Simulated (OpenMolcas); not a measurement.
# F³⁺: CASSCF and CASPT2 terms and fine-structure levels, part 3 of 3

Which level of F³⁺ lies lowest, and where do the others fall? The reference wave functions come first, then spin-orbit coupling, then second-order correlation under several settings.

OpenMolcas 26.06; ANO-R3, X2C, active space 4 electrons in 4 orbitals (2s 2p), orbitals: highest spin of each parity. The steps go on from the part before.

### 11 CASPT2: IPEA 0, real shift 0.1 (closed shells correlated: 1s)

The input, a.inp:

```
>>> COPY JOB001 $Project.JobIph
&CASPT2
Multistate=3 1 2 3
Frozen=0 0
IPEA=0.0
Shift=0.1
MaxIter=60
WThr=0.0 0.3 0.05
PrWF=0.5
NoMix
>>> COPY JOB002 $Project.JobIph
&CASPT2
Multistate=6 1 2 3 4 5 6
Frozen=0 0
IPEA=0.0
Shift=0.1
MaxIter=60
WThr=0.0 0.3 0.05
PrWF=0.5
NoMix
>>> COPY JOB003 $Project.JobIph
&CASPT2
Multistate=1 1
Frozen=0 0
IPEA=0.0
Shift=0.1
MaxIter=60
WThr=0.0 0.3 0.05
PrWF=0.5
NoMix
>>> COPY JOB004 $Project.JobIph
&CASPT2
Multistate=8 1 2 3 4 5 6 7 8
Frozen=0 0
IPEA=0.0
Shift=0.1
MaxIter=60
WThr=0.0 0.3 0.05
PrWF=0.5
NoMix
```

Output:

```text
Orbital specifications:
      -----------------------

      Symmetry species                           1   2
                                                ag  au
      Frozen orbitals                            0   0
      Inactive orbitals                          1   0
      Active orbitals                            1   3
      Secondary orbitals                        12  16
      Deleted orbitals                           0   0
      Number of basis functions                 14  19
Type of calculation                        MS-CASPT2
      Fock operator                              state-specific
      IPEA shift                                 0.00
      Real shift                                 0.10
      Imaginary shift                            0.00
      The input orbitals will be transformed to quasi-canonical
Reference energy:         -95.4324341383
      E2 (Non-variational):      -0.0864817434
      Shift correction:          -0.0011348092
      E2 (Variational):          -0.0876165526
      Total energy:             -95.5200506909
      Residual norm:              0.0000001056
      Reference weight:           0.98878
      Contributions to the CASPT2 correlation energy
      Active & Virtual Only:         -0.0752518473
      One Inactive Excited:          -0.0063336142
      Two Inactive Excited:          -0.0048962818
Reference energy:         -95.4324341383
      E2 (Non-variational):      -0.0864817434
      Shift correction:          -0.0011348092
      E2 (Variational):          -0.0876165526
      Total energy:             -95.5200506909
      Residual norm:              0.0000001056
      Reference weight:           0.98878
      Contributions to the CASPT2 correlation energy
      Active & Virtual Only:         -0.0752518473
      One Inactive Excited:          -0.0063336142
      Two Inactive Excited:          -0.0048962818
::    CASPT2 Root  1     Total energy:    -95.52005069
::    CASPT2 Root  2     Total energy:    -95.52005069
::    CASPT2 Root  3     Total energy:    -95.52005069
::    MS-CASPT2 Root  1     Total energy:    -95.52005069
::    MS-CASPT2 Root  2     Total energy:    -95.52005069
::    MS-CASPT2 Root  3     Total energy:    -95.52005069
Orbital specifications:
      -----------------------

      Symmetry species                           1   2
                                                ag  au
      Frozen orbitals                            0   0
      Inactive orbitals                          1   0
      Active orbitals                            1   3
      Secondary orbitals                        12  16
      Deleted orbitals                           0   0
      Number of basis functions                 14  19
Type of calculation                        MS-CASPT2
      Fock operator                              state-specific
      IPEA shift                                 0.00
      Real shift                                 0.10
      Imaginary shift                            0.00
      The input orbitals will be transformed to quasi-canonical
Reference energy:         -95.3067303755
      E2 (Non-variational):      -0.0957237151
      Shift correction:          -0.0012470612
      E2 (Variational):          -0.0969707764
      Total energy:             -95.4037011518
      Residual norm:              0.0000001056
      Reference weight:           0.98768
      Contributions to the CASPT2 correlation energy
      Active & Virtual Only:         -0.0845608210
      One Inactive Excited:          -0.0062666257
      Two Inactive Excited:          -0.0048962683
Reference energy:         -95.3067303755
      E2 (Non-variational):      -0.0957401296
      Shift correction:          -0.0012480606
      E2 (Variational):          -0.0969881902
      Total energy:             -95.4037185657
      Residual norm:              0.0000001001
      Reference weight:           0.98767
      Contributions to the CASPT2 correlation energy
      Active & Virtual Only:         -0.0845772831
      One Inactive Excited:          -0.0062665669
      Two Inactive Excited:          -0.0048962795
::    CASPT2 Root  1     Total energy:    -95.40370115
::    CASPT2 Root  2     Total energy:    -95.40371857
::    CASPT2 Root  3     Total energy:    -95.40369026
::    CASPT2 Root  4     Total energy:    -95.40369784
::    CASPT2 Root  5     Total energy:    -95.40371107
::    CASPT2 Root  6     Total energy:    -95.27686620
::    MS-CASPT2 Root  1     Total energy:    -95.40372761
::    MS-CASPT2 Root  2     Total energy:    -95.40372678
::    MS-CASPT2 Root  3     Total energy:    -95.40370341
::    MS-CASPT2 Root  4     Total energy:    -95.40368703
::    MS-CASPT2 Root  5     Total energy:    -95.40367554
::    MS-CASPT2 Root  6     Total energy:    -95.27686473
Orbital specifications:
      -----------------------

      Symmetry species                           1   2
                                                ag  au
      Frozen orbitals                            0   0
      Inactive orbitals                          1   0
      Active orbitals                            1   3
      Secondary orbitals                        12  16
      Deleted orbitals                           0   0
      Number of basis functions                 14  19
Type of calculation                        SS-CASPT2
      Fock operator                              state-specific
      IPEA shift                                 0.00
      Real shift                                 0.10
      Imaginary shift                            0.00
      The input orbitals will be transformed to quasi-canonical
Reference energy:         -95.1494603108
      E2 (Non-variational):      -0.0434421397
      Shift correction:          -0.0003864643
      E2 (Variational):          -0.0438286040
      Total energy:             -95.1932889148
      Residual norm:              0.0000002747
      Reference weight:           0.99615
      Contributions to the CASPT2 correlation energy
      Active & Virtual Only:         -0.0318914484
      One Inactive Excited:          -0.0066876281
      Two Inactive Excited:          -0.0048630632
::    CASPT2 Root  1     Total energy:    -95.19328891
Orbital specifications:
      -----------------------

      Symmetry species                           1   2
                                                ag  au
      Frozen orbitals                            0   0
      Inactive orbitals                          1   0
      Active orbitals                            1   3
      Secondary orbitals                        12  16
      Deleted orbitals                           0   0
      Number of basis functions                 14  19
Type of calculation                        MS-CASPT2
      Fock operator                              state-specific
      IPEA shift                                 0.00
      Real shift                                 0.10
      Imaginary shift                            0.00
      The input orbitals will be transformed to quasi-canonical
Reference energy:         -94.7429646627
      E2 (Non-variational):      -0.1091128325
      Shift correction:          -0.0019936665
      E2 (Variational):          -0.1111064990
      Total energy:             -94.8540711617
      Residual norm:              0.0000004378
      Reference weight:           0.98045
      Contributions to the CASPT2 correlation energy
      Active & Virtual Only:         -0.0961752547
      One Inactive Excited:          -0.0080747248
      Two Inactive Excited:          -0.0048628531
Reference energy:         -94.7429646627
      E2 (Non-variational):      -0.1091119142
      Shift correction:          -0.0019936103
      E2 (Variational):          -0.1111055245
      Total energy:             -94.8540701871
      Residual norm:              0.0000004369
      Reference weight:           0.98045
      Contributions to the CASPT2 correlation energy
      Active & Virtual Only:         -0.0961743357
      One Inactive Excited:          -0.0080747254
      Two Inactive Excited:          -0.0048628531
::    CASPT2 Root  1     Total energy:    -94.85407116
::    CASPT2 Root  2     Total energy:    -94.85407019
::    CASPT2 Root  3     Total energy:    -94.85407102
::    CASPT2 Root  4     Total energy:    -94.85407108
::    CASPT2 Root  5     Total energy:    -94.85407118
::    CASPT2 Root  6     Total energy:    -94.72330330
::    CASPT2 Root  7     Total energy:    -94.72330330
::    CASPT2 Root  8     Total energy:    -94.72330330
::    MS-CASPT2 Root  1     Total energy:    -94.85407123
::    MS-CASPT2 Root  2     Total energy:    -94.85407120
::    MS-CASPT2 Root  3     Total energy:    -94.85407110
::    MS-CASPT2 Root  4     Total energy:    -94.85407097
::    MS-CASPT2 Root  5     Total energy:    -94.85407013
::    MS-CASPT2 Root  6     Total energy:    -94.72330330
::    MS-CASPT2 Root  7     Total energy:    -94.72330330
::    MS-CASPT2 Root  8     Total energy:    -94.72330330
```

This run took 2 s in all on 1 thread of Arm Neoverse V1, shared host.

SS-CASPT2: lowest energy less the reference's lowest, -0.0876 hartree; reference weights 0.980 to 0.996. These are the single-state energies of the run (the lines without MS-).

Spin-free terms, from the roots grouped by L:

```
configuration  term  E (cm⁻¹)  spread (cm-1)
      2s² 2p²    ³P       0.0              0
      2s² 2p²    ¹D     25540              6
      2s² 2p²    ¹S     53370              0
       2s 2p³   ⁵S°     71720              0
       2s 2p³   ³D°    146170              0
       2s 2p³   ³P°    174870              0
```

Levels with spin-orbit coupling, from the RASSI matrix with the averaged CASPT2 term energies on its diagonal:

| Configuration | Term | J | E (cm⁻¹) | g | Leading % |
| --- | --- | --- | --- | --- | --- |
| 2s² 2p² | ³P | 0 | 0.0 |  | 100 |
| 2s² 2p² | ³P | 1 | 214 | 1.501 | 100 |
| 2s² 2p² | ³P | 2 | 624 | 1.501 | 100 |
| 2s² 2p² | ¹D | 2 | 25960 | 1.000 | 100 |
| 2s² 2p² | ¹S | 0 | 53800 |  | 100 |
| 2s 2p³ | ⁵S° | 2 | 72130 | 2.002 | 100 |
| 2s 2p³ | ³D° | 2 | 146580 | 1.167 | 100 |
| 2s 2p³ | ³D° | 1 | 146580 | 0.499 | 100 |
| 2s 2p³ | ³D° | 3 | 146590 | 1.334 | 100 |
| 2s 2p³ | ³P° | 0 | 175290 |  | 100 |
| 2s 2p³ | ³P° | 1 | 175290 | 1.501 | 100 |
| 2s 2p³ | ³P° | 2 | 175290 | 1.501 | 100 |

### 12 Levels by method

A. CASSCF
B. SS-CASPT2, IPEA 0.15, real shift 0.5 (closed shells correlated: 1s)
C. XMS-CASPT2, IPEA 0, sigma2 regulariser 0.25 (closed shells correlated: 1s)
D. SS-CASPT2, IPEA 0, real shift 0.1 (closed shells correlated: 1s)

Energies in cm⁻¹ above each method's lowest level; measured values from Moore, Atomic Energy Levels, vol. I, NSRDS-NBS 35 (1971 reprint of NBS Circular 467, 1949).

```
      level       A       B       C       D  measured
2s² 2p² ³P₀     0.0     0.0     0.0     0.0       0.0
2s² 2p² ³P₁     214     214     214     214       225
2s² 2p² ³P₂     625     624     624     624       613
2s² 2p² ¹D₂   28013   25780   25850   25960     25241
2s² 2p² ¹S₀   51716   53580   54130   53800     53544
2s 2p³ ⁵S°₂   62525   71800   72480   72130          
2s 2p³ ³D°₂  151737  146740  146920  146580    147889
2s 2p³ ³D°₁  151739  146740  146920  146580    147902
2s 2p³ ³D°₃  151742  146750  146920  146590    147842
2s 2p³ ³P°₀  179295  175320  175620  175290          
2s 2p³ ³P°₁  179298  175320  175620  175290    175242
2s 2p³ ³P°₂  179302  175320  175620  175290    175237
```

Mean absolute deviation from the 9 measured excited levels that all methods hold: A 2700 cm⁻¹, B 460 cm⁻¹, C 540 cm⁻¹, D 550 cm⁻¹.

### 13 Outcome

This closing draws on all 3 parts.

| quantity | value |
| --- | --- |
| method | SS-CASPT2, IPEA 0.15, real shift 0.5 (closed shells correlated: 1s) |
| lowest level | 2s² 2p² ³P₀, 100 % of that term |
| ground level listed by NIST | 3P0 |
| first excited level | 2s² 2p² ³P₁ at 214 cm⁻¹ |
| lowest level of another term | 2s² 2p² ¹D₂ at 25780 cm⁻¹ |
| spin-orbit lowering of the lowest level | 421 cm⁻¹ |
| strongest of the lines computed, by gA, at CASSCF energies | 2s 2p³ ³P°₂ → 2s² 2p² ³P₂, 55.97 nm, A = 2.57e+09 s⁻¹ |

Cost and accuracy by method:

```
                                             method  time of its own steps  time with the reference  mean absolute difference from the measured levels (cm-1)
                                          A. CASSCF                  9.3 s                    9.3 s                                                      2700
       B. SS-CASPT2, IPEA 0.15, real shift 0.5, +1s                    2 s                     11 s                                                       460
C. XMS-CASPT2, IPEA 0, sigma2 regulariser 0.25, +1s                  1.9 s                     11 s                                                       540
          D. SS-CASPT2, IPEA 0, real shift 0.1, +1s                    2 s                     11 s                                                       550
```

Times are of one thread on a shared host.

**Reading.** The multiplet ³P is regular; its intervals divided by the larger J differ by 4 % of their mean, where Landé's rule for pure LS coupling makes them equal. Second-order correlation (method B) scales the levels of the lowest configuration above 5000 cm⁻¹ by 0.92 to 1.04. Method B lies closest to the measured levels (460 cm⁻¹ on average) and A farthest (2700). Only the configurations of the active space and the roots asked for are present. The singlets, triplets rest on orbitals optimised for another spin in at least one step, which raises them against the optimised states. Not all states of the active space went into the spin-orbit step. CASPT2 does not keep the components of a term degenerate, and the means are used. Only valence configurations of the active space appear, up to the ionisation limit; * or ° marks odd parity.
